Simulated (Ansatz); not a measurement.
# AuH₄NS (SMILES [NH3+][Au-][SH]): a rigid scan of the angle H4–N1–Au2

One table from this session's results is given with a row withheld; the runs are named, their logs left out.

Method: single points in def2-TZVPP; program: Ansatz 0.2.0, Gaussian basis.

Levels: PBE-D4, r2SCAN-D4, PBE0-D4, B3LYP-D4, wB97M-V, Hartree-Fock, MP2, CCSD, CCSD(T). The scan takes 93.2, 97.7, 102.2, 106.7, 111.2, 115.7, 120.2, 124.7, 129.2°.

Correlated methods freeze the cores. Filled d shells of the heavier atoms are correlated. Core potentials replace the inner electrons past krypton, and spin-orbit coupling is left out. B3LYP uses VWN-RPA correlation.

19 further runs of the same task are left out: 19 set aside as unsound or not needed.

## Where the work starts

The minimum, relaxed at PBE0-D4: SMILES `[NH3+][Au-][SH]`, 7 atoms, charge 0, spin multiplicity 1.

Atoms are counted from 1 here; the program's logs count them from 0.

Bond lengths: N1–Au2 2.126 Å, N1–H4 1.014 Å, N1–H5 1.014 Å, N1–H6 1.014 Å, Au2–S3 2.250 Å, S3–H7 1.345 Å. Angles: Au2–N1–H4 111.2°, Au2–N1–H5 110.6°, Au2–N1–H6 110.9°, H4–N1–H5 108.0°, H4–N1–H6 108.1°, H5–N1–H6 107.9°, N1–Au2–S3 178.3°, Au2–S3–H7 96.7°.

Coordinates:

```xyz
7

N    -1.04285    0.65038   -0.73007
Au    0.34297   -0.35731    0.52864
S     1.76300   -1.42830    1.90652
H    -1.75641    0.01591   -1.07186
H    -0.56947    1.05103   -1.53264
H    -1.50327    1.40392   -0.23119
H     2.82734   -1.40372    1.08480
```

Energies of the minimum (eV), from earlier single points: PBE-D4 -16081.95321, r2SCAN-D4 -16087.29789, PBE0-D4 -16081.64155, B3LYP-D4 -16089.37207, wB97M-V -16083.34468, CCSD(T) -16062.01150.

At the minimum the angle H4–N1–Au2 is 111.2°.

Set-up of the first run:

Contents of ccsdt-tzvpp/in.yaml:

```yaml
crystal:
  periodic: [false, false, false]
  atoms:
    - {symbol: N, position_ang: [-1.042852, 0.650381, -0.730071]}
    - {symbol: Au, position_ang: [0.342966, -0.357314, 0.528642]}
    - {symbol: S, position_ang: [1.762995, -1.428296, 1.906519]}
    - {symbol: H, position_ang: [-1.587914, -0.188395, -0.897096]}
    - {symbol: H, position_ang: [-0.569475, 1.051025, -1.532644]}
    - {symbol: H, position_ang: [-1.503265, 1.403919, -0.231188]}
    - {symbol: H, position_ang: [2.827339, -1.403722, 1.084798]}
basis:
  gaussian: {orbitals: def2-TZVPP}
correlation: {method: ccsd_t}
```

No record of the launch command was kept for these runs.

Steps of the session up to this table: H4–N1–Au2 = 93.2°; H4–N1–Au2 = 97.7°; H4–N1–Au2 = 102.2°; H4–N1–Au2 = 106.7°; H4–N1–Au2 = 111.2°; H4–N1–Au2 = 115.7°; H4–N1–Au2 = 120.2°; H4–N1–Au2 = 124.7°; H4–N1–Au2 = 129.2°.

One table of the session follows, with a row left open; its other results are not shown here.

It belongs to the step «The curves». Energies less that of the minimum at the same level (kJ/mol):

```
      angle (°)  PBE-D4  PBE0-D4  B3LYP-D4  wB97M-V  Hartree-Fock
           93.2    13.9     14.8      15.3     15.4          18.8
           97.7     8.1      8.6       8.9      9.0          11.2
          102.2     3.7      4.0       4.2      4.2           5.5
          106.7       ?        ?         ?        ?             ?
111.2 (minimum)     0.0      0.0       0.0      0.0           0.0
          111.2     0.0      0.0       0.0      0.0           0.0
          115.7     1.0      1.0       0.9      0.9           0.6
          120.2     4.1      4.1       4.0      3.8           3.6
          124.7     9.4      9.5       9.4      9.1           9.1
          129.2    16.9     17.2      17.1     16.6          17.2
```

Estimate the missing values for angle (°) = 106.7.

**Answer.** PBE-D4: 0.9; PBE0-D4: 1.0; B3LYP-D4: 1.1; wB97M-V: 1.2; Hartree-Fock: 1.7.
